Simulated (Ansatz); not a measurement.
# CH6N2OSi: small, medium and large basis sets

One table from this session's results is given with a row withheld; the runs are named, their logs left out.

Program: Ansatz 0.2.0, Gaussian basis. Level of theory: one geometry, several basis sets. These are calculated values, not measurements.

The runs, in order: PBE0-D4/def2-SVP; ωB97M-V/def2-SVP; PBE0-D4/def2-QZVPP; ωB97M-V/def2-QZVPP; the functionals' def2-TZVPP values are taken from earlier runs.

### The geometry

The geometry comes from an earlier relaxation with PBE0-D4 in a triple-zeta def2 set; it is a stationary point, not always the lowest conformer.

SMILES `NC1(O)N[SiH2]1`, 11 atoms, charge 0, spin multiplicity 1.

Atoms are counted from 1 here; the program's logs count them from 0.

Bond lengths: N1–C2 1.421 Å, N1–H6 1.012 Å, N1–H7 1.018 Å, C2–O3 1.401 Å, C2–N4 1.462 Å, C2–Si5 1.859 Å, O3–H8 0.963 Å, N4–Si5 1.738 Å, N4–H9 1.011 Å, Si5–H10 1.481 Å, Si5–H11 1.481 Å. Angles: C2–N1–H6 110.5°, C2–N1–H7 109.3°, H6–N1–H7 107.2°, N1–C2–O3 112.1°, N1–C2–N4 116.2°, N1–C2–Si5 116.6°, O3–C2–N4 112.9°, O3–C2–Si5 126.9°, N4–C2–Si5 61.8°, C2–O3–H8 106.6°, C2–N4–Si5 70.4°, C2–N4–H9 116.2°, Si5–N4–H9 126.1°, C2–Si5–N4 47.8°, C2–Si5–H10 120.5°, C2–Si5–H11 124.0°, N4–Si5–H10 120.5°, N4–Si5–H11 114.8° and more.

The first run:

in.yaml reads:

```yaml
crystal:
  periodic: [false, false, false]
  atoms:
    - {symbol: N, position_ang: [0.659185, 1.209827, 0.689867]}
    - {symbol: C, position_ang: [0.396253, -0.061333, 0.112928]}
    - {symbol: O, position_ang: [1.493034, -0.925809, 0.220135]}
    - {symbol: N, position_ang: [-0.865183, -0.693666, 0.493657]}
    - {symbol: Si, position_ang: [-0.965305, -0.137969, -1.149896]}
    - {symbol: H, position_ang: [1.336131, 1.716888, 0.135060]}
    - {symbol: H, position_ang: [1.064177, 1.082066, 1.614595]}
    - {symbol: H, position_ang: [1.135626, -1.818647, 0.264949]}
    - {symbol: H, position_ang: [-1.344348, -0.292254, 1.288324]}
    - {symbol: H, position_ang: [-1.745613, 1.074972, -1.487958]}
    - {symbol: H, position_ang: [-1.098457, -1.211176, -2.161062]}
basis:
  gaussian: {orbitals: def2-SVP}
hamiltonian: {xc: pbe0, dispersion: d4}
output: {orbitals: {seedname: orbitals}}
```

Steps of the session up to this table: PBE0-D4 in def2-SVP; ωB97M-V in def2-SVP; PBE0-D4 in def2-QZVPP; ωB97M-V in def2-QZVPP.

One of the session's tables, all rows but one given; the rest of the session is left out.

It belongs to the step «Functionals by basis». 

| functional | basis | HOMO (eV) | LUMO (eV) |
| --- | --- | --- | --- |
| PBE0-D4 | def2-SVP | -6.43 | 0.16 |
| PBE0-D4 | def2-TZVPP | -6.60 | -0.32 |
| PBE0-D4 | def2-QZVPP | -6.65 | -0.47 |
| ωB97M-V | def2-SVP | ? | ? |
| ωB97M-V | def2-TZVPP | -8.82 | 1.36 |
| ωB97M-V | def2-QZVPP | -8.87 | 1.02 |

Estimate the missing values for ωB97M-V, def2-SVP.

As computed: HOMO (eV): -8.62; LUMO (eV): 2.08. In the column «HOMO (eV)» it lies between ωB97M-V, def2-TZVPP (-8.82) and PBE0-D4, def2-QZVPP (-6.65).
